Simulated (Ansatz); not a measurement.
# C₂H₆F₂OSi: up Jacob's ladder to CCSD(T)

An exercise on one series of results from a longer session: the logs are not shown, and one member is left open.

Method: functionals in def2-TZVPP, the program's frozen cores in correlated methods; program: Ansatz 0.2.0, Gaussian basis.

The runs, in order: PBE-D4, r2SCAN-D4, PBE0-D4, B3LYP-D4, ωB97X-V, ωB97M-V, B2PLYP; CCSD(T)/def2-TZVPP; MP2/def2-QZVPP; extrapolation to the limit.

### The geometry

All runs share one geometry, relaxed beforehand with PBE0-D4 in a triple-zeta def2 set.

SMILES `OC(F)([SiH3])CF`, 12 atoms, charge 0, spin multiplicity 1.

Atoms are counted from 1 here; the program's logs count them from 0.

Bond lengths: O1–C2 1.374 Å, O1–H7 0.967 Å, C2–F3 1.404 Å, C2–Si4 1.922 Å, C2–C5 1.513 Å, Si4–H8 1.484 Å, Si4–H9 1.480 Å, Si4–H10 1.485 Å, C5–F6 1.385 Å, C5–H11 1.094 Å, C5–H12 1.091 Å. Angles: C2–O1–H7 108.1°, O1–C2–F3 109.2°, O1–C2–Si4 108.2°, O1–C2–C5 111.5°, F3–C2–Si4 106.7°, F3–C2–C5 106.8°, Si4–C2–C5 114.2°, C2–Si4–H8 109.1°, C2–Si4–H9 107.7°, C2–Si4–H10 108.3°, H8–Si4–H9 111.1°, H8–Si4–H10 109.6°, H9–Si4–H10 110.8°, C2–C5–F6 109.2°, C2–C5–H11 110.3°, C2–C5–H12 110.7°, F6–C5–H11 107.8°, F6–C5–H12 108.4° and more.

Geometry (Å):

```mol
C2H6F2OSi
  3D, bonds by distance, orders not assigned

 12 11  0  0  0  0  0  0  0  0999 V2000
   -1.5040   -0.1190    0.6816 O   0  0
   -0.1554    0.0358    0.4661 C   0  0
    0.5036    0.1100    1.7038 F   0  0
    0.4972   -1.5424   -0.4151 Si  0  0
    0.1454    1.3250   -0.2671 C   0  0
   -0.5692    2.3582    0.3165 F   0  0
   -1.8648    0.7349    0.9569 H   0  0
   -0.1797   -1.6810   -1.7289 H   0  0
    0.2059   -2.6998    0.4598 H   0  0
    1.9598   -1.3903   -0.6207 H   0  0
   -0.1705    1.2492   -1.3113 H   0  0
    1.2086    1.5642   -0.2077 H   0  0
  1  2  8  0
  2  3  8  0
  2  4  8  0
  2  5  8  0
  5  6  8  0
  1  7  8  0
  4  8  8  0
  4  9  8  0
  4 10  8  0
  5 11  8  0
  5 12  8  0
M  END
```

The first run:

in.yaml reads:

```yaml
crystal:
  periodic: [false, false, false]
  atoms:
    - {symbol: O, position_ang: [-1.503987, -0.119027, 0.681649]}
    - {symbol: C, position_ang: [-0.155403, 0.035834, 0.466124]}
    - {symbol: F, position_ang: [0.503644, 0.110027, 1.703798]}
    - {symbol: Si, position_ang: [0.497178, -1.542382, -0.415088]}
    - {symbol: C, position_ang: [0.145356, 1.325018, -0.267119]}
    - {symbol: F, position_ang: [-0.569221, 2.358176, 0.316496]}
    - {symbol: H, position_ang: [-1.864833, 0.734915, 0.956917]}
    - {symbol: H, position_ang: [-0.179661, -1.680988, -1.728870]}
    - {symbol: H, position_ang: [0.205899, -2.699805, 0.459777]}
    - {symbol: H, position_ang: [1.959763, -1.390344, -0.620664]}
    - {symbol: H, position_ang: [-0.170453, 1.249156, -1.311345]}
    - {symbol: H, position_ang: [1.208621, 1.564221, -0.207674]}
basis:
  gaussian: {orbitals: def2-TZVPP}
hamiltonian: {xc: pbe, dispersion: d4}
output: {forces: true, orbitals: {seedname: orbitals}}
```

On the command line:

```console
$ ansatz run in.yaml --threads 4 --pin off --events-out ev --progress --plain --max-ram 10444MiB
```

Steps of the session up to this table: PBE-D4 (GGA); r2SCAN-D4 (meta-GGA); PBE0-D4 (hybrid); B3LYP-D4 (hybrid); ωB97X-V (range-separated); ωB97M-V (range-separated); B2PLYP (double hybrid); CCSD(T) in def2-TZVPP; MP2 in def2-QZVPP.

One table of the session follows, with a row left open; its other results are not shown here.

```
            method  atomisation energy (eV)
            PBE-D4                   46.055
         r2SCAN-D4                   45.143
           PBE0-D4                   44.943
          B3LYP-D4                   44.884
           ωB97X-V                   45.256
           ωB97M-V                   45.186
            B2PLYP                        ?
     HF/def2-TZVPP                   31.923
    MP2/def2-TZVPP                   44.767
   CCSD/def2-TZVPP                   43.114
CCSD(T)/def2-TZVPP                   43.835
           MP2/CBS                   46.009
       CCSD(T)/CBS                   45.078
```

**Question.** Estimate the row for B2PLYP.

**Answer.** atomisation energy (eV): 44.443. In the column «atomisation energy (eV)» it lies between CCSD(T)/def2-TZVPP (43.835) and MP2/def2-TZVPP (44.767).

Limits of these values: Free atoms (1 O, 2 C, 2 F, 1 Si, 6 H) were run apart at each level; the atomisation energy is their sum less the molecule, without zero-point or spin-orbit terms.
